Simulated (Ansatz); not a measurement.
I need relaxations under a series of pressures of KMgF3, space group Pm-3m. Use Ansatz 0.2.0 through its Python package. Use (first run): PBE, PAW, cutoff 476 eV, 6×6×6 k-points, fixed occupations.

```cif
data_structure
_symmetry_space_group_name_H-M 'P 1'
_symmetry_Int_Tables_number 1
_cell_length_a 3.9859
_cell_length_b 3.9859
_cell_length_c 3.9859
_cell_angle_alpha 90.000
_cell_angle_beta 90.000
_cell_angle_gamma 90.000
_cell_volume 63.33
loop_
_atom_site_label
_atom_site_type_symbol
_atom_site_fract_x
_atom_site_fract_y
_atom_site_fract_z
_atom_site_occupancy
K1 K 0.50000 0.50000 0.50000 1
Mg1 Mg 0.00000 0.00000 0.00000 1
F1 F 0.50000 0.00000 0.00000 1
F2 F 0.00000 0.50000 0.00000 1
F3 F 0.00000 0.00000 0.50000 1
```

Script `kmgf3.py`:
```python
# -*- coding: utf-8 -*-
import logging
import sys

import ansatz
from ase import Atoms
import numpy as np

logging.basicConfig(stream=sys.stdout, format="%(name)s: %(message)s")
logger = logging.getLogger("ansatz_job")
logger.setLevel(logging.INFO)

def edges_and_angles(cell):
    cell = np.asarray(cell)
    a, b, c = np.linalg.norm(cell, axis=1)
    cosines = cell[1] @ cell[2] / (b * c), cell[0] @ cell[2] / (a * c), cell[0] @ cell[1] / (a * b)
    return (a, b, c, *np.degrees(np.arccos(cosines)))


def main():
    atoms = Atoms(
        ["K", "Mg", "F", "F", "F"],
        scaled_positions=[
            (0.5, 0.5, 0.5),
            (0.0, 0.0, 0.0),
            (0.5, 0.0, 0.0),
            (0.0, 0.5, 0.0),
            (0.0, 0.0, 0.5),
        ],
        cell=[
            (3.9859, 0.0, 0.0),
            (0.0, 3.9859, 0.0),
            (0.0, 0.0, 3.9859),
        ],
        pbc=True,
    )
    system = ansatz.Crystal.from_ase(atoms)

    job = (
        system.calculation()
        .functional(ansatz.Functional.PBE)
        .pseudopotentials("paw")
        .basis(35 * ansatz.Ry)
        .kpoints(mesh=(6, 6, 6))
        .occupations("Fixed")
    )

    rows = []
    for pressure in [0, 10, 20, 30, 40]:
        out = job.relax(cell=True, pressure=pressure, force_tolerance=0.03).run(threads=1, pin="off")
        cell = out.lattice.cell_ang
        n_atoms = len(out.lattice.sites)
        volume = abs(np.linalg.det(cell)) / n_atoms
        enthalpy = out.report["free_energy_ev"] / n_atoms + pressure * volume / 160.21766
        rows.append((pressure, volume, enthalpy, *edges_and_angles(cell)))
        logger.info(f"{pressure} GPa done: {volume:.4f} A^3/atom")

    logger.info(" P (GPa)  V (A^3/atom)  H (eV/atom)     a       b       c")
    for row in rows:
        logger.info("{:8.1f} {:12.4f} {:14.5f} {:7.4f} {:7.4f} {:7.4f}".format(*row[:6]))
    p, v = np.array([row[0] for row in rows], float), np.array([row[1] for row in rows])
    print("mean bulk modulus between rows (GPa):", np.round(-np.diff(p) / np.diff(np.log(v)), 1))


if __name__ == "__main__":
    main()
```

```console
$ python kmgf3.py
ansatz_job: 0 GPa done: 13.3239 A^3/atom
ansatz_job: 10 GPa done: 11.8619 A^3/atom
ansatz_job: 20 GPa done: 10.9575 A^3/atom
ansatz_job: 30 GPa done: 10.3127 A^3/atom
ansatz_job: 40 GPa done: 9.8147 A^3/atom
ansatz_job:  P (GPa)  V (A^3/atom)  H (eV/atom)     a       b       c
ansatz_job:      0.0      13.3239    -1178.94979  4.0538  4.0538  4.0538
ansatz_job:     10.0      11.8619    -1178.16825  3.8998  3.8998  3.8998
ansatz_job:     20.0      10.9575    -1177.45788  3.7980  3.7980  3.7980
ansatz_job:     30.0      10.3127    -1176.79491  3.7220  3.7220  3.7220
ansatz_job:     40.0       9.8147    -1176.16725  3.6611  3.6611  3.6611
mean bulk modulus between rows (GPa): [ 86.  126.1 164.9 202.1]
```

The volume falls from 13.32 Å³ an atom at 0 GPa to 9.81 at 40 GPa, by 26.3 %. Between 0 and 10 GPa, -V dP/dV is about 86 GPa, a mean over that step.

What to keep in mind:
- Total energies depend on the potentials; only differences at equal settings carry meaning.
- At a fixed pressure a relaxation lowers the enthalpy F + PV, while F alone can rise.
- The starting cell is as deposited in a crystallographic database; the results hold for this polymorph, which needn't be the stable one.
- Symmetry holds the cell in this phase, whether or not it is the stable one at each pressure.
- Processor time in the engine: 35 s on 1 thread of Intel(R) Xeon(R) Processor @ 2.30GHz, on a shared host, peak memory 0.55 GiB.
